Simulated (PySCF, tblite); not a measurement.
# C₇H₁₆BFO: geometry, infrared bands and NMR shifts

Wanted: the infrared bands and NMR shifts of C₇H₁₆BFO (`[BH3-][O+](CF)C/C=C/C(C)C`), by calculation.

Programs: tblite 0.8.0 and PySCF 2.14.0, with density-fitted response routines of our own. Each step states its level of theory. These are calculated values for one molecule in the gas phase, unless marked as measured. Atoms count from 0, in the outputs and in this text.

**1. Starting geometry**

26 atoms, charge 0, multiplicity 1; geometry from: force field or distance geometry start.

Bonds of the start (Å): B0–O1 1.49, O1–C2 1.36, C2–F3 1.40, O1–C4 1.36, C4–C5 1.47, C5–C6 1.34, C6–C7 1.47, C7–C8 1.53, C7–C9 1.51, B0–H10 1.19, B0–H11 1.18, B0–H12 1.20, C2–H13 1.13, C2–H14 1.10, C4–H15 1.12, C4–H16 1.11, C5–H17 1.06, C6–H18 1.10, C7–H19 1.10, C8–H20 1.11, C8–H21 1.12, C8–H22 1.11, C9–H23 1.11, C9–H24 1.10, C9–H25 1.11.

**2. Optimising the geometry with GFN2-xTB**

What the job is given:

```
{"job": {"kind": "relax", "xc": "GFN2-xTB", "basis": "xTB"}, "charge": 0, "multiplicity": 1}
B      3.559800    -0.872100    -0.292200
O      2.340500    -0.079500    -0.611800
C      2.406500     1.068000     0.118700
F      3.593500     1.738100    -0.197900
C      1.257900    -0.891800    -0.452700
C     -0.054100    -0.321700    -0.807800
C     -1.020300    -0.239500     0.115500
C     -2.348000     0.320500    -0.154600
C     -3.340000    -0.808000     0.111300
C     -2.568100     1.495500     0.770200
H      3.216000    -2.013200    -0.324200
H      4.422300    -0.669100    -1.072000
H      3.932400    -0.559900     0.804400
H      1.604700     1.792000    -0.228900
H      2.358900     0.996600     1.210800
H      1.409500    -1.827200    -1.042800
H      1.203000    -1.233200     0.602500
H     -0.229900     0.025400    -1.792300
H     -0.816600    -0.607100     1.134600
H     -2.472500     0.708500    -1.176500
H     -2.814200    -1.676000     0.564700
H     -3.711400    -1.163400    -0.884700
H     -4.222300    -0.479200     0.696800
H     -1.838900     2.277800     0.483400
H     -3.596100     1.891800     0.705500
H     -2.293200     1.149200     1.793000
```

Command:

```sh
OMP_NUM_THREADS=1 python probes_run.py task.json out
```

The driver reads the jobs from task.json and runs them one after another.

**Question.** This job is followed by: GFN2-xTB harmonic vibrations, gas phase; GIAO PBE0/pcSseg-1 NMR shielding, non-relativistic, gas phase. What will the session give for the following? strongest single infrared mode (GFN2-xTB); zero-point energy (GFN2-xTB); 13C shifts against TMS (PBE0/pcSseg-1, means over atoms taken as alike); 1H shifts against TMS (PBE0/pcSseg-1, means over atoms taken as alike); 11B shifts against BF3·OEt2 (PBE0/pcSseg-1); 17O shifts against H2O (PBE0/pcSseg-1); 19F shifts against CFCl3 (PBE0/pcSseg-1); surface potential, 1st and 99th percentile.

**Answer**, as computed:

| quantity | value |
| --- | --- |
| strongest single infrared mode (GFN2-xTB) | 2464 cm⁻¹, 213 km/mol |
| zero-point energy (GFN2-xTB) | 137.0 kcal/mol |
| 13C shifts against TMS (PBE0/pcSseg-1, means over atoms taken as alike) | 152.0, 131.6, 109.6, 85.2, 38.3, 24.5 ppm |
| 1H shifts against TMS (PBE0/pcSseg-1, means over atoms taken as alike) | 5.98, 5.71, 5.57, 4.47, 3.10, 2.19, 1.04 ppm |
| 11B shifts against BF3·OEt2 (PBE0/pcSseg-1) | 0.6 ppm |
| 17O shifts against H2O (PBE0/pcSseg-1) | 79.0 ppm |
| 19F shifts against CFCl3 (PBE0/pcSseg-1) | -167.0 ppm |
| surface potential, 1st and 99th percentile | -1.16 V and 1.29 V |

Relaxing lowered the energy by 1.332 eV in 160 steps; the close pair that moved most is B0–O1, from 1.489 to 1.684 Å. No mode is imaginary among the 72: a minimum at this level. The strongest single mode, at 2464 cm⁻¹, moves mainly H12. Unscaled tight-binding wavenumbers are off by several per cent, some by more. Its intensities can rank the bands wrongly.
